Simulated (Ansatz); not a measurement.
Born–Oppenheimer molecular dynamics of a periodic cell of 32 atoms, RbGaH$_{2}$ (host RbGaH2, host structure Pnma). It starts from an unrelaxed structure (largest force component 0.26 eV/Å).

The calculation used Ansatz, DFT LDA, scalar-relativistic, plane waves, PAW. Settings: cutoff 420 eV, k mesh 1x1x1, fermi-dirac smearing 0.05 eV, no spin polarisation.

```
ensemble        : NVT, Nosé–Hoover chain
time step       : 0.75 fs
steps asked     : 200
set temperature : 700 K
thermostat      : time constant 10 fs, chain length 1
seed            : 513329
```

First frame:

```xyz
32
Lattice="-7.5281 -4.5286 0.0000 7.5281 -4.5286 0.0000 0.0000 0.0000 9.6421" Properties=species:S:1:pos:R:3
Rb 2.882 -3.397 1.672
Rb 0.882 -1.132 6.493
Rb -0.882 -7.925 3.149
Rb -2.882 -5.661 7.970
Ga 3.286 -3.397 5.160
Ga 0.478 -1.132 0.338
Ga -0.478 -7.925 9.304
Ga -3.286 -5.661 4.483
H 1.678 -3.397 4.649
H -5.442 -5.661 9.470
H 5.442 -3.397 0.172
H -1.678 -5.661 4.993
H 0.786 -1.132 1.982
H 2.978 -3.397 6.803
H -2.978 -5.661 2.839
H -0.786 -7.925 7.660
Rb -4.646 -3.397 1.672
Rb 0.882 -5.661 6.493
Rb -0.882 -3.397 3.149
Rb 4.646 -5.661 7.970
Ga -4.242 -3.397 5.160
Ga 0.478 -5.661 0.338
Ga -0.478 -3.397 9.304
Ga 4.242 -5.661 4.483
H 1.678 -7.925 4.649
H 2.086 -5.661 9.470
H -2.086 -3.397 0.172
H -1.678 -1.132 4.993
H 0.786 -5.661 1.982
H -4.550 -3.397 6.803
H 4.550 -5.661 2.839
H -0.786 -3.397 7.660
```

Task: What does the run give?

Result: The run went to its last step.

```
steps done                                               : 200
time covered                                             : 150 fs
mean temperature over the second half                    : 714 K
spread of the potential energy over the second half      : 10.2 meV per atom
mean potential energy of the second half above the start : 94.8 meV per atom
```

The conserved energy stayed within 0.32 meV per atom of its start (net change 0.13 meV per atom), so the integration is sound. A run of 0.15 ps of so small a system gives no equilibrium averages. Limits of this set-up: coarse k mesh.

Task: What happens to the structure?

Result: Mean squared displacements from the first frame to the last, about the centre of mass: Rb 0.34 Å², Ga 0.15 Å², H 0.32 Å². The details hang on the random start.

Task: How do temperature and energy run in time?

Result: 
```json
{"time (fs)": "0.0", "T (K)": "700", "potential energy less start (eV)": "0.000", "conserved less start (meV/atom)": "0.00"}
{"time (fs)": "12.0", "T (K)": "530", "potential energy less start (eV)": "1.184", "conserved less start (meV/atom)": "0.13"}
{"time (fs)": "24.0", "T (K)": "1150", "potential energy less start (eV)": "0.929", "conserved less start (meV/atom)": "0.06"}
{"time (fs)": "36.0", "T (K)": "684", "potential energy less start (eV)": "2.334", "conserved less start (meV/atom)": "0.20"}
{"time (fs)": "48.0", "T (K)": "635", "potential energy less start (eV)": "1.787", "conserved less start (meV/atom)": "0.11"}
{"time (fs)": "60.0", "T (K)": "567", "potential energy less start (eV)": "2.337", "conserved less start (meV/atom)": "0.20"}
{"time (fs)": "72.0", "T (K)": "839", "potential energy less start (eV)": "2.626", "conserved less start (meV/atom)": "0.21"}
{"time (fs)": "84.0", "T (K)": "791", "potential energy less start (eV)": "2.833", "conserved less start (meV/atom)": "0.20"}
{"time (fs)": "96.0", "T (K)": "623", "potential energy less start (eV)": "2.610", "conserved less start (meV/atom)": "0.15"}
{"time (fs)": "108.0", "T (K)": "560", "potential energy less start (eV)": "2.752", "conserved less start (meV/atom)": "0.16"}
{"time (fs)": "120.0", "T (K)": "723", "potential energy less start (eV)": "3.304", "conserved less start (meV/atom)": "0.18"}
{"time (fs)": "132.0", "T (K)": "948", "potential energy less start (eV)": "3.396", "conserved less start (meV/atom)": "0.30"}
{"time (fs)": "144.0", "T (K)": "596", "potential energy less start (eV)": "3.456", "conserved less start (meV/atom)": "0.22"}
```

Time of the run: 5.7 min on 2 threads of Arm Neoverse V2 (shared host), peak memory 0.6 GiB.
